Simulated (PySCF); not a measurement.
# C3H6O2S2Si: electronic excitations

Aim: predict the electronic excitations of C3H6O2S2Si (`O=C1C[S@@](=O)[C@H]1S[SiH3]`).

The runs use PySCF 2.14.0, with density-fitted response routines of our own; the level of theory stands in each step. All values are computed, except where a source is named. Atoms count from 0, in the outputs and in this text.

## 1. The molecule as given

14 atoms, charge 0, multiplicity 1; geometry from: GFN2-xTB.

Bonds of the start (Å): O0–C1 1.19, C1–C2 1.51, C2–S3 1.86, S3–O4 1.47, S3–C5 1.89, C5–S6 1.78, S6–Si7 2.19, C5–C1 1.51, C2–H8 1.09, C2–H9 1.09, C5–H10 1.09, Si7–H11 1.45, Si7–H12 1.45, Si7–H13 1.46.

## 2. Excited states and response: CAM-B3LYP/def2-SVPD

The job: settings as JSON, then the geometry in Å.

```
{"job": {"kind": "uv", "xc": "CAM-B3LYP", "basis": "def2-SVPD", "nstates": 8, "ntriplets": 3}, "charge": 0, "multiplicity": 1}
O     -0.625318     0.512422     2.143211
C     -0.924079    -0.056336     1.139635
C     -1.959766     0.299688     0.095720
S     -1.050303    -0.682990    -1.193508
O     -0.030299     0.195511    -1.771589
C     -0.270536    -1.229151     0.442474
S      1.505328    -1.331479     0.413482
Si     2.094667     0.569711    -0.499880
H     -2.929434    -0.152469     0.287654
H     -2.070405     1.361596    -0.109939
H     -0.670363    -2.193997     0.748412
H      2.375155     0.388989    -1.909746
H      1.188381     1.595831    -0.018028
H      3.366294     0.722200     0.209936
```

With the program's defaults for keys left out, this is: TDDFT CAM-B3LYP/def2-SVPD, vertical, gas phase, core orbitals frozen in the response.

Command:

```bash
$ OMP_NUM_THREADS=1 python probes_run.py task.json out
```

The driver reads the jobs from task.json and runs them one after another.

Standard output:

```text
coarse grid: 14024 points
cycle   1  E = -1353.1167477375  dE =  1.701e+00  |g| = 1.170e+00  |ddm| = 5.251e+00
cycle   2  E = -1352.2608320804  dE =  8.559e-01  |g| = 2.435e+00  |ddm| = 4.845e+00
cycle   3  E = -1353.4076805366  dE = -1.147e+00  |g| = 1.144e-01  |ddm| = 3.321e+00
cycle   4  E = -1353.4094477764  dE = -1.767e-03  |g| = 9.194e-02  |ddm| = 3.738e-01
cycle   5  E = -1353.4114377673  dE = -1.990e-03  |g| = 2.747e-02  |ddm| = 1.622e-01
cycle   6  E = -1353.4115780203  dE = -1.403e-04  |g| = 7.244e-03  |ddm| = 3.912e-02
cycle   7  E = -1353.4115945696  dE = -1.655e-05  |g| = 2.395e-03  |ddm| = 1.776e-02
cycle   8  E = -1353.4115966106  dE = -2.041e-06  |g| = 8.724e-04  |ddm| = 8.519e-03
final grid: 123696 points
cycle   9  E = -1353.5793147618  dE = -2.127e-05  |g| = 2.815e-03  |ddm| = 6.619e-02
cycle  10  E = -1353.5793126981  dE =  2.064e-06  |g| = 4.441e-03  |ddm| = 1.022e-02
cycle  11  E = -1353.5793165258  dE = -3.828e-06  |g| = 4.292e-04  |ddm| = 4.898e-03
cycle  12  E = -1353.5793165631  dE = -3.731e-08  |g| = 1.802e-04  |ddm| = 1.006e-03
cycle  13  E = -1353.5793165722  dE = -9.060e-09  |g| = 4.270e-05  |ddm| = 4.691e-04
cycle  14  E = -1353.5793165728  dE = -6.271e-10  |g| = 1.474e-05  |ddm| = 1.263e-04
converged SCF energy = -1353.5793165728

Static polarisability (au): isotropic 103.744, principal 93.509 100.532 117.190

Singlet excitations
state   eV       nm        f      main configurations
  1   4.1508    298.7   0.00179   H->L 0.42, H-2->L 0.23, H-1->L 0.18
  2   4.7015    263.7   0.00973   H->L 0.54, H-1->L 0.22, H-2->L 0.12
  3   5.4369    228.0   0.00302   H-1->L 0.50, H-2->L 0.34
  4   5.4945    225.7   0.04310   H->L+1 0.77, H-1->L+1 0.11
  5   5.9687    207.7   0.00487   H->L+2 0.24, H-3->L 0.24, H->L+5 0.13
  6   6.0175    206.0   0.00572   H-3->L 0.58, H->L+2 0.15
  7   6.0680    204.3   0.01328   H-1->L+1 0.63, H->L+1 0.13
  8   6.1781    200.7   0.00440   H->L+4 0.35, H->L+3 0.29, H->L+2 0.09

Triplet excitations (Tamm-Dancoff, eV): 3.6817 4.3154 4.7539
```

Wall time 2.1 min (1 thread of Arm Neoverse N1, shared host); peak memory 1 GiB.

Frontier orbitals and where they lie:

```
orbital      eV                      atoms
 HOMO−3  -10.03  O4 33 %, S6 16 %, C5 10 %
 HOMO−2   -9.77  S6 28 %, O0 24 %, C5 10 %
 HOMO−1   -9.29  O4 31 %, S3 18 %, C2 10 %
   HOMO   -8.36   S6 52 %, S3 10 %, C5 9 %
   LUMO   -0.74   C1 29 %, O0 25 %, C5 9 %
 LUMO+1    0.24  S3 51 %, C5 13 %, O4 10 %
 LUMO+2    0.57  S3 43 %, S6 10 %, H8 10 %
```

With each of the 8 states as a Gaussian band of 0.4 eV half-width at 1/e, the curve within the window shown has maxima at 223 nm (ε 2,100) L/(mol cm). Beyond the last state computed it falls off for lack of states. The curve at chosen wavelengths:

(nm, ε (L/mol/cm)): (191, 394), (197, 866), (204, 1353), (210, 1632), (216, 1897), (222, 2067), (229, 1887), (235, 1446), (241, 980), (248, 629), (254, 504), (260, 460), (266, 427), (273, 366), (279, 300), (285, 235), (291, 181), (298, 133), (304, 103), (310, 80), (317, 57), (323, 42), (329, 30), (335, 21), (342, 13), (348, 8)

Leading natural transition orbitals of singlet state 4: the hole lies on S6 36 %; O4 26 %; S3 15 %; the particle on S3 45 %; C5 14 %; O4 10 %.

Leading natural transition orbitals of singlet state 1: the hole lies on O0 45 %; S6 19 %; C2, C5 about 9 % each; the particle on C1 42 %; O0 28 %.

Ground-state properties from the same run:

```
           property  computed
  dipole moment (D)      4.07
polarisability (Å³)     15.37
 HOMO–LUMO gap (eV)      7.62
      −ε(HOMO) (eV)      8.36
```

The fields below are evaluated on a grid from the run's orbitals.

Frontier orbitals at CAM-B3LYP/def2-SVPD, with the share of their density that lies nearest to each atom:

```
orbital  energy (eV)                                  lies on
   HOMO        -8.36                  S6 59 %; S3 9 %; O4 7 %
   LUMO        -0.74  C1 34 %; O0 23 %; S3, S6 about 7 % each
```

ELF in a plane through or near 4 of the atoms.

Ten even steps from '0' (0.00) to '9' (1.00):
```
0000000000000000000000000000
0000000000000000000000000000
0000000000000000000000000000
0000000000001210000000000000
0000001200035541000000000000
0000058940158862100000000000
0000399990177674331000000000
0000599993185475573000000000
0000399996057744275123300000
0000059973101251152125300000
0000002223420179720012100000
0000000026774478620000000000
0000000148747756872000000000
0000000158526559998100000000
0000000168977239999200000000
0000000158986106997000000000
0000000036764101551000000000
0000000001220000000000000000
0000000000000000000000000000
0000000000000000000000000000
```
The map spans 11.8 Å across and 8.9 Å up, centred on the molecule. Atoms in the plane (x, y in Å): S3 (0.8, 0.6), O4 (-0.4, 1.3), H10 (1.1, -1.9), H11 (-2.8, 1.0).

log10 of the density (e/Å³) in the same plane.

Ten even steps from '0' (-4.0) to '9' (1.4):
```
0000000000000000000000000000
0000000000000000000000000000
0000000000111111100000000000
0000011112233333221100000000
0000122333345554332211000000
0001234444456765444322100000
0012345555578876655432210000
0012346765579987765543210000
0012356766567779976554321000
0012345665556678776554321000
0002334555555677765443320000
0001234456666677654433210000
0001123456777777765321100000
0000123456777667765321000000
0000013456776666765320000000
0000012345666555554210000000
0000001344554434432100000000
0000000123333222211000000000
0000000011222110000000000000
0000000000000000000000000000
```
The map spans 11.8 Å across and 8.9 Å up, centred on the molecule. Atoms in the plane (x, y in Å): S3 (0.8, 0.6), O4 (-0.4, 1.3), H10 (1.1, -1.9), H11 (-2.8, 1.0).

On the surface of density 0.002 e/bohr³ the electrostatic potential runs, from the 1st to the 99th percentile, from -1.35 V near O0 to 2.06 V near H8.

## 3. Results

```
                                quantity                        value
    lowest singlet (CAM-B3LYP/def2-SVPD)  4.15 eV (299 nm), f = 0.002
brightest single state of those computed  state 4, 5.49 eV, f = 0.043
                          lowest triplet                      3.68 eV
   surface potential, 1st and 99th percentile           -1.35 V and 2.06 V
```

**Reading.** The lowest singlet, at 4.15 eV, is HOMO→LUMO 0.42, HOMO−2→LUMO 0.23 and is weak; of the 8 states computed, the strongest absorption comes from state 4 at 5.49 eV. The lowest triplet lies 0.47 eV below the lowest singlet (triplets in Tamm-Dancoff, singlets in full TDDFT). By nearest atom (CAM-B3LYP/def2-SVPD), the HOMO sits on S6 59 %; S3 9 % and the LUMO on C1 34 %; O0 23 %.
